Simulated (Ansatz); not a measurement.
# C2H8OSi: one species, many methods, part 2 of 2

Ansatz 0.2.0, Gaussian basis; functionals in def2-TZVPP, the program's frozen cores in correlated methods. The steps go on from the part before.

## (14) CAM-B3LYP-D4 (range-separated)

The input, in.yaml:

```yaml
crystal:
  periodic: [false, false, false]
  atoms:
    - {symbol: C, position_ang: [0.131538, 1.765746, 0.749030]}
    - {symbol: C, position_ang: [-0.407678, 0.554967, 0.030435]}
    - {symbol: O, position_ang: [0.555925, -0.481401, 0.070074]}
    - {symbol: Si, position_ang: [0.297075, -1.948449, -0.619923]}
    - {symbol: H, position_ang: [1.050345, 2.114632, 0.273831]}
    - {symbol: H, position_ang: [-0.600016, 2.577067, 0.728544]}
    - {symbol: H, position_ang: [0.353741, 1.524811, 1.790336]}
    - {symbol: H, position_ang: [-0.642809, 0.805411, -1.013002]}
    - {symbol: H, position_ang: [-1.339384, 0.215703, 0.503286]}
    - {symbol: H, position_ang: [0.056202, -1.813453, -2.084654]}
    - {symbol: H, position_ang: [-0.893034, -2.616628, -0.020872]}
    - {symbol: H, position_ang: [1.515095, -2.753706, -0.373083]}
basis:
  gaussian: {orbitals: def2-TZVPP}
hamiltonian: {xc: {name: CAM-B3LYP}, dispersion: d4}
output: {orbitals: {seedname: orbitals}}
```

The run is started by

```
$ ansatz run in.yaml --threads 4 --pin off --events-out ev --progress --plain --max-ram 10444MiB
```

The program printed, shortened:

```text
Functional definition: CAM-B3LYP
  name "CAM-B3LYP"
  cite "Yanai, Tew & Handy, Chem. Phys. Lett. 393, 51 (2004) doi:10.1016/j.cplett.2004.06.011"
  cite "Iikura, Tsuneda, Yanai & Hirao, J. Chem. Phys. 115, 3540 (2001) doi:10.1063/1.1383587"
  cite "Becke, Phys. Rev. A 38, 3098 (1988) doi:10.1103/PhysRevA.38.3098"
  cite "Lee, Yang & Parr, Phys. Rev. B 37, 785 (1988) doi:10.1103/PhysRevB.37.785"
  cite "Vosko, Wilk & Nusair, Can. J. Phys. 58, 1200 (1980) doi:10.1139/p80-159"
[...]
  # Exact exchange under (alpha + beta erf(omega r))/r, Becke's under what is left of 1/r.
[...]
1274 factors; their error is unknown
339 factors; integrals over basis functions are off by at most 1.6e-5 eV
[...]
mean field -12130.22372994 eV, -445.7774999142 hartree, gradient 5.8e-5 eV, S^2 0.000000; 0 other end points of the search recorded, 0 dependent functions left out
reference -12130.22387677 eV, -445.7775053103 hartree; 21, 21 occupied and 226, 226 virtual orbitals, 1274 factors
Total energy: -12130.39080088 eV, -445.7836396582 hartree
```

Run time: 2.5 s. Hardware: 4 threads of Arm Neoverse V2, shared host; peak memory 0.59 GiB.

Atomisation energy: 4381.9 kJ/mol (free atoms -12084.976 eV, run apart). HOMO -9.55 eV, LUMO 1.31 eV.

## (15) LC-ωPBE (range-separated)

Edit in.yaml of step 14 so:

```diff
@@ -17,3 +17,3 @@
   gaussian: {orbitals: def2-TZVPP}
-hamiltonian: {xc: {name: CAM-B3LYP}, dispersion: d4}
+hamiltonian: {xc: {name: LC-wPBE}}
 output: {orbitals: {seedname: orbitals}}
```

The command is unchanged.

The program printed, shortened:

```text
Functional definition: LC-wPBE
  name "LC-wPBE"
  cite "Vydrov & Scuseria, J. Chem. Phys. 125, 234109 (2006) doi:10.1063/1.2409292"
  cite "Heyd & Scuseria, J. Chem. Phys. 120, 7274 (2004) doi:10.1063/1.1668634"
  cite "Ernzerhof & Perdew, J. Chem. Phys. 109, 3313 (1998) doi:10.1063/1.476928"
  cite "Perdew, Burke & Ernzerhof, Phys. Rev. Lett. 77, 3865 (1996) doi:10.1103/PhysRevLett.77.3865"
  parent pbe
[...]
1271 factors; their error is unknown
431 factors; integrals over basis functions are off by at most 2.8e-5 eV
[...]
mean field -12127.03449942 eV, -445.6602978544 hartree, gradient 3.9e-5 eV, S^2 0.000000; 0 other end points of the search recorded, 0 dependent functions left out
reference -12127.03449943 eV, -445.6602978547 hartree; 21, 21 occupied and 226, 226 virtual orbitals, 1271 factors
Total energy: -12127.03449943 eV, -445.6602978547 hartree
```

It took 2 s on 4 threads of Arm Neoverse V2, shared host.

With the free atoms at this level, -12082.174 eV in sum, the atomisation energy is 4328.4 kJ/mol. HOMO -10.87 eV, LUMO 2.51 eV.

## (16) ωB97X-V (range-separated)

Edit in.yaml of step 15 so:

```diff
@@ -17,3 +17,3 @@
   gaussian: {orbitals: def2-TZVPP}
-hamiltonian: {xc: {name: LC-wPBE}}
+hamiltonian: {xc: {name: wB97X-V}}
 output: {orbitals: {seedname: orbitals}}
```

Launched as before.

The program printed, shortened:

```text
Functional definition: wB97X-V
  name "wB97X-V"
  cite "Mardirossian & Head-Gordon, Phys. Chem. Chem. Phys. 16, 9904 (2014) doi:10.1039/C3CP54374A"
  cite "Becke, J. Chem. Phys. 107, 8554 (1997) doi:10.1063/1.475007"
  cite "Vydrov & Van Voorhis, J. Chem. Phys. 133, 244103 (2010) doi:10.1063/1.3521275"
[...]
      + integral(e_c_pw_opposite_spin*poly(b97_u_opposite, cos0, cos1)) + vv10(b, c)
1274 factors; their error is unknown
325 factors; integrals over basis functions are off by at most 1.3e-5 eV
[...]
mean field -12129.40281478 eV, -445.7473318386 hartree, gradient 3.5e-5 eV, S^2 0.000000; 0 other end points of the search recorded, 0 dependent functions left out
reference -12129.40281248 eV, -445.7473317539 hartree; 21, 21 occupied and 226, 226 virtual orbitals, 1274 factors
Total energy: -12129.40281248 eV, -445.7473317539 hartree
```

Wall time 6 s (4 threads of Arm Neoverse V2, shared host); peak memory 0.66 GiB.

Atomisation energy: 4369.7 kJ/mol (free atoms -12084.114 eV, run apart). HOMO -10.56 eV, LUMO 2.35 eV.

## (17) ωB97M-V (range-separated)

Edit in.yaml of step 16 so:

```diff
@@ -17,3 +17,3 @@
   gaussian: {orbitals: def2-TZVPP}
-hamiltonian: {xc: {name: wB97X-V}}
-output: {orbitals: {seedname: orbitals}}
+hamiltonian: {xc: {name: wB97M-V}}
+output: {forces: true, orbitals: {seedname: orbitals}}
```

The command is unchanged.

The program printed, shortened:

```text
Functional definition: wB97M-V
  name "wB97M-V"
  cite "Mardirossian & Head-Gordon, J. Chem. Phys. 144, 214110 (2016) doi:10.1063/1.4952647"
  cite "Becke, J. Chem. Phys. 107, 8554 (1997) doi:10.1063/1.475007"
  cite "Vydrov & Van Voorhis, J. Chem. Phys. 133, 244103 (2010) doi:10.1063/1.3521275"
  # Of w^i u^j: cxij and so on, Table III.
[...]
  gx(w, u) = 1 - cx + cx01*u + cx10*w
  gss(w, u) = css00 + css04*u^4 + css10*w + css20*w^2 + css43*w^4*u^3
  gos(w, u) = cos00 + cos10*w + (cos20 + cos21*u)*w^2 + (cos60 + cos61*u)*w^6
[...]
      + integral(e_c_pw_mod_opposite_spin*gos(b97_w_opposite, b97_u_opposite)) + vv10(b, c)
1274 factors; their error is unknown
325 factors; integrals over basis functions are off by at most 1.3e-5 eV
[...]
Atom 2 at     0.555925    -0.481401     0.070074 Å, force     0.151268    -0.091275     0.034020 eV/Å
Atom 3 at     0.297075    -1.948449    -0.619923 Å, force    -0.005237    -0.235956    -0.094228 eV/Å
Atom 4 at     1.050345     2.114632     0.273831 Å, force    -0.070787    -0.033583     0.032789 eV/Å
Atom 5 at    -0.600016     2.577067     0.728544 Å, force     0.057183    -0.060325     0.002792 eV/Å
Atom 6 at     0.353741     1.524811     1.790336 Å, force    -0.017949     0.011162    -0.082262 eV/Å
Atom 7 at    -0.642809     0.805411    -1.013002 Å, force     0.024468    -0.025607     0.087234 eV/Å
Atom 8 at    -1.339384     0.215703     0.503286 Å, force     0.082432     0.023483    -0.038972 eV/Å
Atom 9 at     0.056202    -1.813453    -2.084654 Å, force     0.023462    -0.008298     0.170510 eV/Å
Atom 10 at    -0.893034    -2.616628    -0.020872 Å, force     0.133457     0.084742    -0.068572 eV/Å
Atom 11 at     1.515095    -2.753706    -0.373083 Å, force    -0.152165     0.097732    -0.031969 eV/Å
Dipole moment:    -0.182612     0.146623    -0.026893 e Å
```

Run time: 8.5 s. Hardware: 4 threads of Arm Neoverse V2, shared host; peak memory 0.81 GiB.

Atomisation energy: 4365.4 kJ/mol (free atoms -12083.905 eV, run apart). HOMO -10.47 eV, LUMO 2.00 eV.

## (18) B2PLYP (double hybrid)

Edit in.yaml of step 17 so:

```diff
@@ -17,3 +17,2 @@
   gaussian: {orbitals: def2-TZVPP}
-hamiltonian: {xc: {name: wB97M-V}}
-output: {forces: true, orbitals: {seedname: orbitals}}
+hamiltonian: {xc: {name: B2PLYP}}
```

Launched as before.

The program printed, shortened:

```text
Functional definition: B2PLYP
  name "B2PLYP"
  cite "Grimme, J. Chem. Phys. 124, 034108 (2006) doi:10.1063/1.2148954"
  cite "Becke, Phys. Rev. A 38, 3098 (1988) doi:10.1103/PhysRevA.38.3098"
  cite "Lee, Yang & Parr, Phys. Rev. B 37, 785 (1988) doi:10.1103/PhysRevB.37.785"
[...]
1428 factors; integrals over basis functions are off by at most 9.0e-4 eV
[...]
mean field -12118.80012597 eV, -445.3576902116 hartree, gradient 7.9e-6 eV, S^2 0.000000; 0 other end points of the search recorded, 0 dependent functions left out
8 core orbitals not correlated: weight in the atoms' cores, before any rotation towards them, 1.000 or more for the frozen orbitals, at most 0.000 for the correlated occupied ones
reference -12118.80031559 eV, -445.3576971799 hartree; 13, 13 occupied and 226, 226 virtual orbitals, 1428 factors
second order -23.55415405 eV of doubles, -0.00000000 eV of singles
Total energy: -12125.15993718 eV, -445.5914089628 hartree
```

It took 3.8 s on 4 threads of Arm Neoverse V2, shared host; peak memory 0.6 GiB.

Atomisation energy: 4314.3 kJ/mol (free atoms -12080.446 eV, run apart).

## (19) PBE-QIDH (double hybrid)

Edit in.yaml of step 18 so:

```diff
@@ -17,2 +17,2 @@
   gaussian: {orbitals: def2-TZVPP}
-hamiltonian: {xc: {name: B2PLYP}}
+hamiltonian: {xc: {name: PBE-QIDH}}
```

The command is unchanged.

The program printed, shortened:

```text
Functional definition: PBE-QIDH
  name "PBE-QIDH"
  cite "Brémond, Sancho-García, Pérez-Jiménez & Adamo, J. Chem. Phys. 141, 031101 (2014) doi:10.1063/1.4890314"
  cite "Perdew, Burke & Ernzerhof, Phys. Rev. Lett. 77, 3865 (1996) doi:10.1103/PhysRevLett.77.3865"
[...]
1428 factors; integrals over basis functions are off by at most 9.0e-4 eV
[...]
mean field -12113.47691919 eV, -445.1620659705 hartree, gradient 2.3e-6 eV, S^2 0.000000; 0 other end points of the search recorded, 0 dependent functions left out
8 core orbitals not correlated: weight in the atoms' cores, before any rotation towards them, 1.000 or more for the frozen orbitals, at most 0.000 for the correlated occupied ones
reference -12113.47693351 eV, -445.1620664970 hartree; 13, 13 occupied and 226, 226 virtual orbitals, 1428 factors
second order -21.93041670 eV of doubles, -0.00000000 eV of singles
Total energy: -12120.78707241 eV, -445.4307091466 hartree
```

Wall time 4.1 s (4 threads of Arm Neoverse V2, shared host); peak memory 0.6 GiB.

Atomisation energy: 4319.9 kJ/mol (free atoms -12076.014 eV, run apart).

## (20) Frontier levels by functional

Dipoles come from the runs that computed forces. Levels, from each run's orbital file:

| functional | HOMO (eV) | LUMO (eV) | gap (eV) | dipole (D) |
| --- | --- | --- | --- | --- |
| LDA (SPW92) | -6.68 | -0.78 | 5.90 |  |
| PBE-D4 | -6.59 | -0.51 | 6.08 | 1.07 |
| revPBE-D4 | -6.55 | -0.39 | 6.16 |  |
| BLYP-D4 | -6.52 | -0.38 | 6.13 |  |
| r2SCAN-D4 | -6.91 | -0.05 | 6.87 | 1.11 |
| B97M-V | -7.10 | -0.36 | 6.74 |  |
| PBE0-D4 | -8.10 | 0.36 | 8.46 |  |
| B3LYP-D4 | -7.88 | 0.13 | 8.02 | 1.12 |
| r2SCANh-D4 | -7.48 | 0.24 | 7.72 |  |
| r2SCAN0-D4 | -8.33 | 0.65 | 8.98 |  |
| HSE06-D4 | -7.69 | -0.01 | 7.68 |  |
| BHLYP-D4 | -9.57 | 1.19 | 10.76 |  |
| CAM-B3LYP-D4 | -9.55 | 1.31 | 10.86 |  |
| LC-ωPBE | -10.87 | 2.51 | 13.38 |  |
| ωB97X-V | -10.56 | 2.35 | 12.91 |  |
| ωB97M-V | -10.47 | 2.00 | 12.47 | 1.13 |

## (21) CCSD(T) in def2-SVP

Edit in.yaml of step 19 so:

```diff
@@ -16,3 +16,3 @@
 basis:
-  gaussian: {orbitals: def2-TZVPP}
-hamiltonian: {xc: {name: PBE-QIDH}}
+  gaussian: {orbitals: def2-SVP}
+correlation: {method: ccsd_t}
```

The command is unchanged.

The program printed, shortened:

```text
Functional definition: HF
  name "HF"
  cite "Fock, Z. Phys. 61, 126 (1930) doi:10.1007/BF01340294"
  parent pbe
[...]
1000 factors; integrals over basis functions are off by at most 1.1e-3 eV
[...]
mean field -12082.07486512 eV, -444.0080617688 hartree, gradient 9.7e-7 eV, S^2 0.000000; 0 other end points of the search recorded, 0 dependent functions left out
8 core orbitals not correlated: weight in the atoms' cores, before any rotation towards them, 1.000 or more for the frozen orbitals, at most 0.000 for the correlated occupied ones
reference -12082.07486512 eV, -444.0080617688 hartree; 13, 13 occupied and 79, 79 virtual orbitals, 1000 factors
second order -15.63142610 eV of doubles, -0.00000000 eV of singles
cycle   1  -16.57141904 eV  change   -9.4e-1 eV  update   9.0e-2
[...]
cycle   8  -17.13510934 eV  change    1.5e-5 eV  update   3.2e-5
perturbative correction -0.42466595 eV, -0.0156061860 hartree
Total energy: -12099.63464041 eV, -444.6533716082 hartree
```

Wall time 2.9 s (4 threads of Arm Neoverse V2, shared host).

## (22) CCSD(T) in def2-TZVPP

Edit in.yaml of step 21 so:

```diff
@@ -16,3 +16,4 @@
 basis:
-  gaussian: {orbitals: def2-SVP}
+  gaussian: {orbitals: def2-TZVPP}
 correlation: {method: ccsd_t}
+output: {orbitals: {seedname: orbitals}}
```

Launched as before.

The program printed, shortened:

```text
Functional definition: HF
  name "HF"
  cite "Fock, Z. Phys. 61, 126 (1930) doi:10.1007/BF01340294"
  parent pbe
[...]
1428 factors; integrals over basis functions are off by at most 9.0e-4 eV
[...]
mean field -12089.93421955 eV, -444.2968877166 hartree, gradient 6.8e-6 eV, S^2 0.000000; 0 other end points of the search recorded, 0 dependent functions left out
8 core orbitals not correlated: weight in the atoms' cores, before any rotation towards them, 1.000 or more for the frozen orbitals, at most 0.000 for the correlated occupied ones
reference -12089.93421955 eV, -444.2968877166 hartree; 13, 13 occupied and 226, 226 virtual orbitals, 1428 factors
second order -19.51610053 eV of doubles, -0.00000000 eV of singles
cycle   1  -20.18626705 eV  change   -6.7e-1 eV  update   9.4e-2
[...]
cycle   9  -20.80231641 eV  change   -1.1e-5 eV  update   1.4e-5
perturbative correction -0.73041667 eV, -0.0268423176 hartree
Total energy: -12111.46695263 eV, -445.0882010619 hartree
```

It took 83 s on 4 threads of Arm Neoverse V2, shared host; peak memory 5.1 GiB.

## (23) MP2 in def2-QZVPP

Edit in.yaml of step 22 so:

```diff
@@ -16,4 +16,3 @@
 basis:
-  gaussian: {orbitals: def2-TZVPP}
-correlation: {method: ccsd_t}
-output: {orbitals: {seedname: orbitals}}
+  gaussian: {orbitals: "def2-QZVPP.json"}
+correlation: {method: mp2}
```

The command is unchanged.

The program printed:

```text
Functional definition: HF
  name "HF"
  cite "Fock, Z. Phys. 61, 126 (1930) doi:10.1007/BF01340294"
  parent pbe
  exchange = exact_x
  correlation = 0
2842 factors; integrals over basis functions are off by at most 9.3e-4 eV
mean field evaluation 1: about -12086.5394 eV, gradient 3.9e1 eV
mean field evaluation 2: about -12086.6628 eV, gradient 3.9e1 eV
mean field evaluation 4: about -12090.3344 eV, gradient 4.8e0 eV
mean field evaluation 8: about -12090.4000 eV, gradient 2.3e-1 eV
mean field -12090.40020527 eV, -444.3140123759 hartree, gradient 3.1e-6 eV, S^2 0.000000; 0 other end points of the search recorded, 0 dependent functions left out
8 core orbitals not correlated: weight in the atoms' cores, before any rotation towards them, 1.000 or more for the frozen orbitals, at most 0.000 for the correlated occupied ones
reference -12090.40020527 eV, -444.3140123759 hartree; 13, 13 occupied and 460, 460 virtual orbitals, 2842 factors
second order -20.89886945 eV of doubles, -0.00000000 eV of singles
Total energy: -12111.29907472 eV, -445.0820316625 hartree
```

Run time: 14 s. Hardware: 4 threads of Arm Neoverse V2, shared host; peak memory 2.9 GiB.

The pieces so far (eV):

```
     basis           HF  MP2 correlation  CCSD correlation      (T)              total
  def2-SVP  -12082.0749         -15.6314          -17.1351  -0.4247        -12099.6346
def2-TZVPP  -12089.9342         -19.5161          -20.8023  -0.7304        -12111.4670
def2-QZVPP  -12090.4002         -20.8989                             -12111.2991 (MP2)
```

The report of the def2-TZVPP run gives T1 = 0.0105.

## (24) The basis-set limit

This step is arithmetic on the last runs, with X = 3 and 4: exp(−7.88√X) for Hartree-Fock, X^−2.97 for correlation; only MP2 was run in the larger set, so CCSD(T) minus MP2 is added from the smaller one.

```
  level  energy at the limit (eV)
     HF               -12090.4644
    MP2               -12112.3875
   CCSD               -12113.6737
CCSD(T)               -12114.4042
```

## (25) RPA on PBE orbitals

Edit in.yaml of step 23 so:

```diff
@@ -16,3 +16,4 @@
 basis:
-  gaussian: {orbitals: "def2-QZVPP.json"}
-correlation: {method: mp2}
+  gaussian: {orbitals: def2-TZVPP}
+hamiltonian: {xc: pbe}
+correlation: {method: rpa}
```

Launched as before.

The program printed, shortened:

```text
Functional definition: PBE
  name "PBE"
  cite "Perdew, Burke & Ernzerhof, Phys. Rev. Lett. 77, 3865 (1996) doi:10.1103/PhysRevLett.77.3865"
  parent pbe
[...]
1428 factors; integrals over basis functions are off by at most 9.0e-4 eV
[...]
mean field -12122.23759815 eV, -445.4840149841 hartree, gradient 1.9e-6 eV, S^2 0.000000; 0 other end points of the search recorded, 0 dependent functions left out
8 core orbitals not correlated: weight in the atoms' cores, before any rotation towards them, 1.000 or more for the frozen orbitals, at most 0.000 for the correlated occupied ones
reference -12088.57297291 eV, -444.2468628253 hartree; 13, 13 occupied and 226, 226 virtual orbitals, 1428 factors
Total energy: -12121.91242432 eV, -445.4720650662 hartree
```

It took 3.4 s on 4 threads of Arm Neoverse V2, shared host; peak memory 0.56 GiB.

RPA correlation: -33.339 eV. No RPA run of the hydrogen atom was made, so RPA has no atomisation energy below.

## (26) The ladder

Atomisation energy = energies of 2 C, 1 O, 1 Si, 8 H (separate runs, same level) minus the molecule's; electronic only, no spin-orbit term.

Differences are taken before rounding.

```csv
method,rung,"atoms, summed (eV)",atomisation energy (kJ/mol),from CCSD(T)/CBS (kJ/mol),time
LDA (SPW92),LDA,-12013.378,4903.1,+539.6,0.9 s
PBE-D4,GGA,-12076.996,4384.3,+20.9,1.8 s
revPBE-D4,GGA,-12084.870,4297.1,-66.3,1.4 s
BLYP-D4,GGA,-12085.559,4331.7,-31.7,1.4 s
r2SCAN-D4,meta-GGA,-12083.628,4355.4,-8.0,3.3 s
B97M-V,meta-GGA,-12084.119,4360.3,-3.1,6.5 s
PBE0-D4,hybrid,-12078.784,4336.5,-26.9,2 s
B3LYP-D4,hybrid,-12087.966,4357.5,-5.9,3.1 s
r2SCANh-D4,hybrid,-12083.603,4336.5,-26.9,3.4 s
r2SCAN0-D4,hybrid,-12083.575,4309.8,-53.6,3.9 s
HSE06-D4,hybrid,-12078.323,4339.1,-24.3,2.5 s
BHLYP-D4,hybrid,-12085.610,4266.2,-97.2,2.3 s
CAM-B3LYP-D4,range-separated,-12084.976,4381.9,+18.5,2.5 s
LC-ωPBE,range-separated,-12082.174,4328.4,-35.0,2 s
ωB97X-V,range-separated,-12084.114,4369.7,+6.3,6 s
ωB97M-V,range-separated,-12083.905,4365.4,+2.0,8.5 s
B2PLYP,double hybrid,-12080.446,4314.3,-49.1,3.8 s
PBE-QIDH,double hybrid,-12076.014,4319.9,-43.5,4.1 s
HF/def2-TZVPP,wavefunction,-12056.002,3274.0,-1089.4,
MP2/def2-TZVPP,wavefunction,-12064.980,4290.8,-72.6,
CCSD/def2-TZVPP,wavefunction,-12067.041,4215.9,-147.5,
CCSD(T)/def2-SVP,wavefunction,-12056.768,4136.0,-227.4,2.9 s
CCSD(T)/def2-TZVPP,wavefunction,-12067.297,4261.8,-101.6,83 s
MP2/CBS,wavefunction,-12066.863,4392.4,+29.0,
CCSD(T)/CBS,wavefunction,-12069.181,4363.4,0,97 s
```

Among the levels timed on like hardware and quicker than the yardstick, those that no quicker one beats, quickest first: LDA (SPW92) (0.9 s, +539.6 kJ/mol); BLYP-D4 (1.4 s, -31.7 kJ/mol); PBE-D4 (1.8 s, +20.9 kJ/mol); CAM-B3LYP-D4 (2.5 s, +18.5 kJ/mol); B3LYP-D4 (3.1 s, -5.9 kJ/mol); B97M-V (6.5 s, -3.1 kJ/mol); ωB97M-V (8.5 s, +2.0 kJ/mol).

LDA (SPW92), LC-ωPBE, B2PLYP, PBE-QIDH carry no dispersion term (for B3LYP, D4 adds 30.6 kJ/mol).

Times are those of the molecule's run; HF, MP2 and CCSD come out of the CCSD(T) runs, and the limit's time is the sum of the runs that it needs.

## (27) What came out

What follows sums up all 2 parts.

| quantity | value |
| --- | --- |
| atomisation energy, CCSD(T)/CBS | 4363.4 kJ/mol |
| functionals within 21.8 kJ/mol (0.5 %) | PBE-D4, r2SCAN-D4, B97M-V, B3LYP-D4, CAM-B3LYP-D4, ωB97X-V, ωB97M-V |
| farthest beyond LDA | BHLYP-D4 (-97.2 kJ/mol) |
| mean size of error, GGA | 39.6 kJ/mol |
| mean size of error, meta-GGA | 5.6 kJ/mol |
| mean size of error, hybrid | 39.1 kJ/mol |
| mean size of error, range-separated | 15.4 kJ/mol |
| mean size of error, double hybrid | 46.3 kJ/mol |
| gap, smallest and largest | 5.90 eV (LDA (SPW92)), 13.38 eV (LC-ωPBE) |
| T1 diagnostic | 0.0105 |
| triples share of the correlation energy | 3.4 % |

In words: LDA overbinds by 539.6 kJ/mol (12 %). PBE-D4 misses by +20.9 kJ/mol. Double hybrids carry the basis error of their MP2 part in triple zeta, and no dispersion term here, so their miss is partly the set-up's. The rungs meta-GGA, range-separated miss on average by less than the doubt on the reference (21.8 kJ/mol), so they tie. The reference freezes the cores and leaves out relativity and excitations past (T), so misses under about 21.8 kJ/mol can't be ranked. Hartree-Fock recovers 75 % of the binding; the rest is correlation. CCSD(T) in def2-SVP is off by -227.4 kJ/mol, so the small basis spoils what the method gains. Orbital gaps span 5.9 to 13.4 eV; exact exchange widens them.

For cost: ωB97M-V gets within 2.0 kJ/mol in 8.5 s, where CCSD(T)/CBS took 97 s; the quickest level in the cost chart, LDA (SPW92), takes 0.9 s and misses by 539.6 kJ/mol.
